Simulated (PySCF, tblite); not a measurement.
**C4H10B2FN: geometry, infrared bands and NMR shifts**

Wanted: the infrared bands and NMR shifts of C4H10B2FN (`CBNB[C@@H]1C[C@@H]1F`), by calculation.

Computed with tblite 0.8.0 and PySCF 2.14.0, with density-fitted response routines of our own, on a single molecule in the gas phase. Atoms are numbered from 0 throughout.

### 1 Starting geometry

18 atoms, charge 0, multiplicity 1; geometry from: force field or distance geometry start.

Bonds of the start (Å): C0–B1 1.59, B1–N2 1.49, N2–B3 1.52, B3–C4 1.57, C4–C5 1.53, C5–C6 1.50, C6–F7 1.38, C6–C4 1.51, C0–H8 1.11, C0–H9 1.10, C0–H10 1.10, B1–H11 1.19, N2–H12 1.03, B3–H13 1.20, C4–H14 1.12, C5–H15 1.11, C5–H16 1.09, C6–H17 1.09.

### 2 Optimising the geometry with GFN2-xTB

What the job is given:

```
{"job": {"kind": "relax", "xc": "GFN2-xTB", "basis": "xTB"}, "charge": 0, "multiplicity": 1}
C      3.148300     0.461000    -0.467700
B      1.954600    -0.426300     0.106900
N      0.987800    -0.999300    -0.877500
B     -0.459500    -0.959900    -0.398800
C     -1.224700     0.332600     0.058600
C     -2.584800     0.034100     0.682100
C     -2.495000     0.749100    -0.635100
F     -2.838800     0.076400    -1.785700
H      2.746300     1.421700    -0.849400
H      3.665200    -0.123600    -1.235900
H      3.846700     0.631100     0.367800
H      2.183700    -1.042600     1.096500
H      1.093400    -0.642300    -1.833600
H     -0.876800    -2.029600    -0.043300
H     -0.645300     1.205800     0.451800
H     -2.927800    -1.025000     0.625400
H     -2.734000     0.557900     1.631400
H     -2.848000     1.785200    -0.608700
```

Launch:

```console
$ OMP_NUM_THREADS=1 python probes_run.py task.json out
```

This one command runs all jobs of the session in turn.

**Question.** This job is followed by: GFN2-xTB harmonic vibrations, gas phase; GIAO PBE0/pcSseg-1 NMR shielding, non-relativistic, gas phase. What will the session give for the following? strongest single infrared mode (GFN2-xTB); zero-point energy (GFN2-xTB); ¹³C shifts against TMS (PBE0/pcSseg-1); ¹H shifts against TMS (PBE0/pcSseg-1, means over atoms taken as alike); ¹¹B shifts against BF3·OEt2 (PBE0/pcSseg-1); ¹⁵N shifts against NH3 (PBE0/pcSseg-1); ¹⁹F shifts against CFCl3 (PBE0/pcSseg-1).

As calculated:

| quantity | value |
| --- | --- |
| strongest single infrared mode (GFN2-xTB) | 1410 cm⁻¹, 935 km/mol |
| zero-point energy (GFN2-xTB) | 88.9 kcal/mol |
| ¹³C shifts against TMS (PBE0/pcSseg-1) | 78.5, 19.8, 15.6, 10.6 ppm |
| ¹H shifts against TMS (PBE0/pcSseg-1, means over atoms taken as alike) | 7.08, 5.75, 5.38, 4.95, 1.44, 0.94, 0.67, 0.15 ppm |
| ¹¹B shifts against BF3·OEt2 (PBE0/pcSseg-1) | 53.2, 51.3 ppm |
| ¹⁵N shifts against NH3 (PBE0/pcSseg-1) | 193.4 ppm |
| ¹⁹F shifts against CFCl3 (PBE0/pcSseg-1) | -235.0 ppm |

**Reading.** Over 129 steps the energy fell by 1.721 eV; of the close pairs, N2–B3 changed most, 1.525 to 1.410 Å. No mode is imaginary among the 48: a minimum at this level. The strongest single mode, at 1410 cm⁻¹, is spread over several atoms, N2, B3, H12, B1 among them. Unscaled tight-binding wavenumbers are off by several per cent, some by more. Its intensities can rank the bands wrongly. At PBE0/pcSseg-1: The largest span, 275 ppm, is at N2, where the paramagnetic term is -249 ppm.
